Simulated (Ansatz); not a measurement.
# FCI/STO-3G run of AlF3 (SMILES [F][Al]([F])[F])

What is the energy change on altering one bond length of AlF3 at FCI/STO-3G? 

Program for the calculation: Ansatz 0.2.0.

38 further runs of the same task are left out: 6 that didn't finish, 32 set aside as unsound or not needed.

**1. Starting point**

AlF3 has 4 atoms, charge 0, and is taken as a singlet. SMILES: `[F][Al]([F])[F]`. Geometry: a GFN2-xTB relaxation, a rough one for these elements and not checked as a minimum.

Bond lengths: Al1–F2 1.631 Å, Al1–F3 1.631 Å, Al1–F4 1.631 Å. Angles: F2–Al1–F3 120.0°, F2–Al1–F4 120.0°, F3–Al1–F4 120.0°.

**2. A single-point energy at FCI/STO-3G**

in.yaml reads:

```yaml
crystal:
  periodic: [false, false, false]
  atoms:
    - {symbol: Al, position_ang: [-0.000200, -0.000290, -0.001260]}
    - {symbol: F, position_ang: [1.630840, -0.027090, 0.013490]}
    - {symbol: F, position_ang: [-0.791540, 1.425990, -0.016640]}
    - {symbol: F, position_ang: [-0.839100, -1.398610, 0.004400]}
basis:
  gaussian:
    orbitals: STO-3G
correlation:
  method: fci
  frozen_orbitals: {Al: 5, F: 1}
accuracy: high
```

Launch:

```bash
$ ansatz run in.yaml --threads 1 --pin off --max-ram 2610MiB --events-out events.jsonl --progress --plain --runs-dir runs
```

The log of the run:

```text
Warning: RAYON_NUM_THREADS=1 ignored (pool sized by the plan → 1); use --threads N
Functional definition: HF
  name "HF"
  exchange = exact_x
  correlation = 0
448 factors; integrals over basis functions are off by at most 4.3e-8 eV
mean field evaluation 1: about -14506.9252 eV, gradient 2.9e1 eV
mean field evaluation 2: about -14506.9549 eV, gradient 2.9e1 eV
mean field evaluation 4: about -14510.4035 eV, gradient 8.9e-1 eV
mean field evaluation 8: about -14510.4058 eV, gradient 8.6e-6 eV
mean field -14510.40580721 eV, -533.2475779086 hartree, gradient 9.6e-8 eV, S^2 0.000000; 0 other end points of the search recorded, 0 dependent functions left out
8 core orbitals not correlated: weight in the atoms' cores, before any rotation towards them, 1.000 or more for the frozen orbitals, at most 0.000 for the correlated occupied ones
reference -14510.40580721 eV, -533.2475779086 hartree; 12, 12 occupied and 4, 4 virtual orbitals, 448 factors
state -14512.88468304 eV, -533.3386749152 hartree
Total energy: -14512.88468304 eV, -533.3386749152 hartree
```

Wall time 13 s (1 thread of Arm Neoverse V1, shared host); peak memory 0.31 GiB.

**3. The distorted shape at the same level**

job.yaml reads:

```yaml
crystal:
  periodic: [false, false, false]
  atoms:
    - {symbol: Al, position_ang: [0.197650, -0.356888, 0.002585]}
    - {symbol: F, position_ang: [1.828690, -0.383688, 0.017335]}
    - {symbol: F, position_ang: [-0.791540, 1.425990, -0.016640]}
    - {symbol: F, position_ang: [-0.641250, -1.755208, 0.008245]}
basis:
  gaussian:
    orbitals: STO-3G
correlation:
  method: fci
  frozen_orbitals: {Al: 5, F: 1}
accuracy: high
```

Launch:

```bash
$ ansatz run job.yaml --threads 1 --pin off --max-ram 2610MiB --events-out events.jsonl --progress --plain --runs-dir runs
```

The log of the run:

```text
Warning: RAYON_NUM_THREADS=1 ignored (pool sized by the plan → 1); use --threads N
[... 4 set-up lines as earlier in the session ...]
432 factors; integrals over basis functions are off by at most 4.3e-8 eV
mean field evaluation 1: about -14503.0891 eV, gradient 3.1e1 eV
mean field evaluation 2: about -14503.1130 eV, gradient 3.1e1 eV
mean field evaluation 4: about -14508.1098 eV, gradient 1.3e0 eV
mean field evaluation 8: about -14508.1179 eV, gradient 8.5e-5 eV
mean field -14508.11794055 eV, -533.1635003598 hartree, gradient 1.5e-8 eV, S^2 0.000000; 0 other end points of the search recorded, 0 dependent functions left out; unrestricted orbitals would lower it
mean field evaluation 16: about -14508.1168 eV, gradient 3.1e-1 eV
8 core orbitals not correlated: weight in the atoms' cores, before any rotation towards them, 1.000 or more for the frozen orbitals, at most 0.000 for the correlated occupied ones
reference -14508.11794055 eV, -533.1635003598 hartree; 12, 12 occupied and 4, 4 virtual orbitals, 432 factors
state -14511.19341343 eV, -533.2765219033 hartree
Total energy: -14511.19341343 eV, -533.2765219033 hartree
```

Wall time 15 s (1 thread of Arm Neoverse V1, shared host); peak memory 0.31 GiB.

**4. Results**

At FCI/STO-3G, 8 core orbitals frozen:

| quantity | value |
| --- | --- |
| first shape: total energy | -533.33867 Eh |
| first shape: correlation energy (8 core orbitals frozen) | -91.1 mEh |
| distorted shape: total energy | -533.27652 Eh |
| distorted shape: correlation energy (8 core orbitals frozen) | -113.0 mEh |
| energy change with the Al1–F3 bond stretched from 1.631 to 2.039 Å | 1.691 eV |

**Reading.** With the Al1–F3 bond stretched from 1.631 to 2.039 Å the energy rises by 1.69 eV (39 kcal/mol). The first shape isn't relaxed at this level, so the change isn't measured from a minimum. The minimal basis adds a large error of its own. The restricted solution (distorted shape) is unstable to spin breaking: an unrestricted one lies lower.
